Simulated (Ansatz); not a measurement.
# C2H9NOSi: up Jacob's ladder to CCSD(T)

Aim: compute C2H9NOSi with functionals from several rungs and with coupled cluster. The yardstick is the atomisation energy at the CCSD(T) limit.

Method: functionals in def2-TZVPP, the program's frozen cores in correlated methods; program: Ansatz 0.2.0, Gaussian basis.

Levels to be run: LDA (SPW92), PBE-D4, revPBE-D4, BLYP-D4, r2SCAN-D4, B97M-V, PBE0-D4, B3LYP-D4, r2SCANh-D4, r2SCAN0-D4, HSE06-D4, BHLYP-D4, CAM-B3LYP-D4, LC-ωPBE, ωB97X-V, ωB97M-V, B2PLYP, PBE-QIDH; CCSD(T)/def2-SVP; CCSD(T)/def2-TZVPP; MP2/def2-QZVPP; extrapolation to the limit; RPA on PBE.

### 1 The geometry

The geometry comes from an earlier relaxation with PBE0-D4 in a triple-zeta def2 set; it is a stationary point, not always the lowest conformer.

SMILES `CN[SiH](C)O`, 14 atoms, charge 0, spin multiplicity 1.

Atoms are counted from 1 here; the program's logs count them from 0.

Bond lengths: C1–N2 1.445 Å, C1–H6 1.097 Å, C1–H7 1.095 Å, C1–H8 1.093 Å, N2–Si3 1.710 Å, N2–H9 1.006 Å, Si3–C4 1.857 Å, Si3–O5 1.653 Å, Si3–H10 1.491 Å, C4–H11 1.092 Å, C4–H12 1.093 Å, C4–H13 1.092 Å, O5–H14 0.958 Å. Angles: N2–C1–H6 113.0°, N2–C1–H7 111.8°, N2–C1–H8 109.7°, H6–C1–H7 107.9°, H6–C1–H8 107.3°, H7–C1–H8 106.8°, C1–N2–Si3 126.0°, C1–N2–H9 114.6°, Si3–N2–H9 118.5°, N2–Si3–C4 114.4°, N2–Si3–O5 112.0°, N2–Si3–H10 103.7°, C4–Si3–O5 103.4°, C4–Si3–H10 112.0°, O5–Si3–H10 111.6°, Si3–C4–H11 110.8°, Si3–C4–H12 110.8°, Si3–C4–H13 110.8° and more.

### 2 LDA

This LDA is Slater exchange with PW92 correlation.

in.yaml reads:

```yaml
crystal:
  periodic: [false, false, false]
  atoms:
    - {symbol: C, position_ang: [-0.976004, 1.625132, 0.330825]}
    - {symbol: N, position_ang: [0.359034, 1.076323, 0.404977]}
    - {symbol: Si, position_ang: [0.861414, -0.434342, -0.219505]}
    - {symbol: C, position_ang: [-0.190850, -1.871807, 0.306489]}
    - {symbol: O, position_ang: [0.777589, -0.481731, -1.870034]}
    - {symbol: H, position_ang: [-1.518320, 1.561677, 1.282244]}
    - {symbol: H, position_ang: [-0.968415, 2.674021, 0.016034]}
    - {symbol: H, position_ang: [-1.558622, 1.076576, -0.413076]}
    - {symbol: H, position_ang: [0.983137, 1.574889, 1.016489]}
    - {symbol: H, position_ang: [2.266114, -0.565410, 0.262128]}
    - {symbol: H, position_ang: [-0.157910, -1.999772, 1.390905]}
    - {symbol: H, position_ang: [-1.232956, -1.718803, 0.013307]}
    - {symbol: H, position_ang: [0.152615, -2.796934, -0.162166]}
    - {symbol: H, position_ang: [1.190275, 0.250981, -2.329916]}
basis:
  gaussian: {orbitals: def2-TZVPP}
hamiltonian: {xc: lda}
output: {orbitals: {seedname: orbitals}}
```

Further steps of the session: PBE-D4 (GGA); revPBE-D4 (GGA); BLYP-D4 (GGA); r2SCAN-D4 (meta-GGA); B97M-V (meta-GGA); PBE0-D4 (hybrid); B3LYP-D4 (hybrid); r2SCANh-D4 (hybrid); r2SCAN0-D4 (hybrid); HSE06-D4 (hybrid); BHLYP-D4 (hybrid); CAM-B3LYP-D4 (range-separated); LC-ωPBE (range-separated); ωB97X-V (range-separated); ωB97M-V (range-separated); B2PLYP (double hybrid); PBE-QIDH (double hybrid); CCSD(T) in def2-SVP; CCSD(T) in def2-TZVPP; MP2 in def2-QZVPP; RPA on PBE orbitals.

Before running them: what should the planned runs give, taken together? Wanted: atomisation energy, CCSD(T)/CBS; farthest beyond LDA; mean size of error, GGA; mean size of error, meta-GGA; mean size of error, hybrid; mean size of error, range-separated; mean size of error, double hybrid; gap, smallest and largest; T1 diagnostic.

**Answer**, as computed:

```
                               quantity                                                                                    value
        atomisation energy, CCSD(T)/CBS                                                                            5252.0 kJ/mol
 functionals within 26.3 kJ/mol (0.5 %)  BLYP-D4, r2SCAN-D4, B97M-V, PBE0-D4, B3LYP-D4, HSE06-D4, CAM-B3LYP-D4, ωB97X-V, ωB97M-V
                    farthest beyond LDA                                                                 BHLYP-D4 (-135.3 kJ/mol)
                mean size of error, GGA                                                                              46.2 kJ/mol
           mean size of error, meta-GGA                                                                              12.7 kJ/mol
             mean size of error, hybrid                                                                              51.0 kJ/mol
    mean size of error, range-separated                                                                              18.7 kJ/mol
      mean size of error, double hybrid                                                                              59.5 kJ/mol
              gap, smallest and largest                                                    5.32 eV (BLYP-D4), 12.53 eV (LC-ωPBE)
                          T1 diagnostic                                                                                   0.0103
triples share of the correlation energy                                                                                    3.5 %
```

The LDA atomisation energy is off by 686.3 kJ/mol (13 %): it overbinds. PBE-D4 misses by +51.5 kJ/mol. Double hybrids carry the basis error of their MP2 part in triple zeta, and no dispersion term here, so their miss is partly the set-up's. The rungs meta-GGA, range-separated miss on average by less than the doubt on the reference (26.3 kJ/mol), so they tie. Misses under about 26.3 kJ/mol are within the doubt on the reference itself, which lacks core-valence correlation, relativity and higher excitations. Hartree-Fock recovers 73 % of the binding; the rest is correlation. CCSD(T) in def2-SVP is off by -336.5 kJ/mol, so the small basis spoils what the method gains. The gap grows from 5.3 to 12.5 eV across the functionals, mostly with the share of exact exchange.
